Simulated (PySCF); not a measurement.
# Ga⁺, Ga²⁺: excitation energies in ANO-RCC-VTZP

Aim: the excitation energy of gallium from differences of total energies, at each level of theory, and how far each lands from the tabulated value where there is one.

The numbers are computed with PySCF 2.14.0 (unrestricted determinants in a Gaussian basis, no spin-orbit coupling in the energies), except any that are marked as measured or tabulated.

## 1. What is computed

| Quantity | Value |
| --- | --- |
| Element | gallium (Z = 31) |
| Basis | ANO-RCC-VTZP |
| Hamiltonian | the spin-free X2C one-electron Hamiltonian (Gaussian nucleus) |
| State 1 | Ga⁺: [Ar] 3d9 4s2 4p1, one real determinant (an excited configuration) |
| State 2 | Ga²⁺: [Ar] 3d9 4s1 5s1, high-spin 4D determinant (an excited configuration) |
| State 3 | Ga²⁺: [Ar] 3d10 4d1, 2D determinant (an excited configuration) |
| Needed too, but not shown | Ga⁺ [Ar] 3d10 4s2 (1S), Ga²⁺ [Ar] 3d10 4s1 (2S) |
| Methods | CCSD(T) |
| Core shells frozen in the correlated runs | valence and next inner shell: [Ne] (for Ga⁺) |

The outer shells:

Ga+ [Ar] 3d9 4s2 4p1
```
[Ar] core
3d [↑↓][↑↓][↑↓][↑↓][↑ ]
4s [↑↓]
4p [↑ ][  ][  ]
```

Ga2+ [Ar] 3d9 4s1 5s1
```
[Ar] core
3d [↑↓][↑↓][↑↓][↑↓][↑ ]
4s [↑ ]
5s [↑ ]
```

Ga2+ [Ar] 3d10 4d1
```
[Ar] core
3d [↑↓][↑↓][↑↓][↑↓][↑↓]
4d [↑ ][  ][  ][  ][  ]
```

The runs were made by one driver on top of PySCF. The scripts below sum up each run's settings (the driver also hands on starting orbitals that pick excited configurations, and frozen orbitals as a list rather than a count), and the logs come from the driver's own runs. The driver starts from symmetry-adapted Hartree-Fock orbitals, holds the occupation by maximum overlap and uses a logarithmic radial grid for functionals, so a plain start would take other cycles.

The integrals over 43 functions and the set-up took 2.5 s of CPU time.

## 2. Ga⁺ [Ar] 3d9 4s2 4p1: CCSD(T) (valence and next inner shell)

**CCSD(T) (valence and next inner shell)**

File input.py:

```python
from pyscf import gto, scf, dft, mp, cc
import basis_set_exchange as bse
mol = gto.M(atom="Ga 0 0 0", charge=1, spin=2, symmetry="D2h",
            basis=gto.basis.parse(bse.get_basis("ANO-RCC-VTZP", elements=["Ga"], fmt="nwchem")),
            nucmod="G")
mf = scf.UHF(mol).sfx2c1e()
mf.irrep_nelec = {'Ag': (6, 5), 'B1g': (1, 1), 'B2g': (1, 1), 'B3g': (1, 1), 'B1u': (3, 2), 'B2u': (2, 2), 'B3u': (2, 2)}
mf.kernel()
mycc = cc.CCSD(mf, frozen=5).run()
mycc.ccsd_t()
```

## 3. Ga²⁺ [Ar] 3d9 4s1 5s1: CCSD(T) (valence and next inner shell)

**CCSD(T) (valence and next inner shell)**

File input.py:

```python
from pyscf import gto, scf, dft, mp, cc
import basis_set_exchange as bse
mol = gto.M(atom="Ga 0 0 0", charge=2, spin=3, symmetry="D2h",
            basis=gto.basis.parse(bse.get_basis("ANO-RCC-VTZP", elements=["Ga"], fmt="nwchem")),
            nucmod="G")
mf = scf.UHF(mol).sfx2c1e()
mf.irrep_nelec = {'Ag': (7, 4), 'B1g': (1, 1), 'B2g': (1, 1), 'B3g': (1, 1), 'B1u': (2, 2), 'B2u': (2, 2), 'B3u': (2, 2)}
mf.kernel()
mycc = cc.CCSD(mf, frozen=5).run()
mycc.ccsd_t()
```

## 4. Ga²⁺ [Ar] 3d10 4d1, at CCSD(T) (valence and next inner shell)

**CCSD(T) (valence and next inner shell)**

File input.py:

```python
from pyscf import gto, scf, dft, mp, cc
import basis_set_exchange as bse
mol = gto.M(atom="Ga 0 0 0", charge=2, spin=1, symmetry="D2h",
            basis=gto.basis.parse(bse.get_basis("ANO-RCC-VTZP", elements=["Ga"], fmt="nwchem")),
            nucmod="G")
mf = scf.UHF(mol).sfx2c1e()
mf.irrep_nelec = {'Ag': (5, 5), 'B1g': (2, 1), 'B2g': (1, 1), 'B3g': (1, 1), 'B1u': (2, 2), 'B2u': (2, 2), 'B3u': (2, 2)}
mf.kernel()
mycc = cc.CCSD(mf, frozen=5).run()
mycc.ccsd_t()
```

Q: Predict the outcome of this session.

**Answer**, as computed:

| quantity | value |
| --- | --- |
| excitation energy, Ga⁺ → [Ar] 3d9 4s2 4p1 | UHF 19.108, CCSD(T) (valence and next inner shell) 20.611 eV |
| excitation energy, Ga²⁺ → [Ar] 3d9 4s1 5s1 | UHF 33.386, CCSD(T) (valence and next inner shell) 35.025 eV |
| excitation energy, Ga²⁺ → [Ar] 3d10 4d1 | UHF 18.741, CCSD(T) (valence and next inner shell) 19.204 eV |

Accuracy by level (over 3 differences):

```csv
method,mean absolute miss against CCSD(T) (valence and next inner shell) (eV)
UHF,1.201
MP2 (valence and next inner shell),0.689
SCS-MP2 (valence and next inner shell),0.434
CCSD (valence and next inner shell),0.069
CCSD(T) (valence and next inner shell),0.000
```

What this shows: For the first difference the methods span 2.446 eV, from UHF (19.108) to MP2 (valence and next inner shell) (21.554). No reference value is at hand in this session. All values hold for this basis alone; no basis-set limit was taken.
